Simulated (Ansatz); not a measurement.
# CoC+ (triplet): the correlation ladder, def2-QZVPP

One table from this session's results is given with a row withheld; the runs are named, their logs left out.

Computed with Ansatz 0.2.0, Gaussian basis. Level: def2-QZVPP, core rule «outside noble gas», up to 10 orbitals frozen.

The runs, in order: UHF; ROHF; CCSD(T) on UHF.

2 further runs of the same task are left out: 2 set aside as unsound or not needed.

### The geometry

The geometry is a PBE0/def2-TZVP stationary point (not a proven minimum).

2 atoms, charge 1, spin multiplicity 3.

Atoms are counted from 1 here; the program's logs count them from 0.

Bond lengths: Co1–C2 1.616 Å.

Set-up of the first run:

Input file in.yaml:

```yaml
crystal:
  periodic: [false, false, false]
  atoms:
    - {symbol: Co, position_ang: [0.000000, 0.000000, 0.000000]}
    - {symbol: C, position_ang: [0.000000, 0.000000, 1.616400]}
basis:
  gaussian: {orbitals: "def2-QZVPP.json"}
total_charge: 1
magnetization: {spin_polarized: true, initial_magnetization: 2}
hamiltonian: {xc: hf}
output: {orbitals: {seedname: orbitals}}
```

The run is started by

```
> ansatz run in.yaml --threads 1 --pin off --events-out ev --progress --plain --max-ram 4096MiB --backend cpu
```

Among the steps run: UHF; ROHF; CCSD(T) on UHF.

One table of the session follows, with a row left open; its other results are not shown here.

It belongs to the step «Misses and costs». 

| method | from UCCSD(T) (kcal/mol) |
| --- | --- |
| ROHF | +358.89 |
| UHF | +302.26 |
| UMP2 | +71.49 |
| UCCSD | ? |
| UCCSD(T) | 0 |

**Question.** Estimate the row for UCCSD.

**Answer.** from UCCSD(T) (kcal/mol): +24.47. In the column «from UCCSD(T) (kcal/mol)» it lies between UCCSD(T) (0) and UMP2 (+71.49).

To keep in mind: The determinant is far from a pure spin state, so its energy mixes those of several spin states (harmless only where they are near-degenerate, as at dissociation). Warnings: spin contamination; coupled cluster took another determinant than the lowest.
